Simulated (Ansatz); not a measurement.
TaTl:

```xyz
2
Lattice="3.6221 0.0000 0.0000 0.0000 3.6221 0.0000 0.0000 0.0000 3.6221" Properties=species:S:1:pos:R:3 pbc="T T T"
Ta    0.0000    0.0000    0.0000
Tl    1.8111    1.8111    1.8111
```

The cell was built by a generator and needn't be a form met in nature.

Base run:

| Quantity | Value |
| --- | --- |
| Program | Ansatz 0.2.0 |
| Functional | PBEsol |
| Potentials or basis | Ansatz PAW |
| Cutoff | 420 eV (not typed: the program's choice for these potentials) |
| k mesh | 7 × 7 × 7 |
| Occupations | fermi-dirac, width 0.05 eV |
| Spin | no spin polarisation |

Its results: band gap on the k mesh none (metal or under the smearing width); pressure -17.8 GPa.

Problem. After a change of settings the same cell gave: band gap on the k mesh none (metal or under the smearing width); pressure -11.3 GPa. Which change was it?
A. functional from PBEsol to RPBE
B. functional from PBEsol to r2SCAN; cutoff from 420 eV (not typed: the program's choice for these potentials) to 500 eV (not typed: the program's choice for these potentials)
C. functional from PBEsol to LDA; k mesh from 7 × 7 × 7 to 5 × 5 × 5
D. functional from PBEsol to PBE

Solution. A.

RPBE binds less tightly than PBEsol, so the same cell stands under more pressure.

Caveats: spin-orbit coupling is left out, which moves the levels of the heavy elements; the PAW data sets come from PBE, with cores solved anew for the run's functional, which leaves a small shift of forces and pressure.
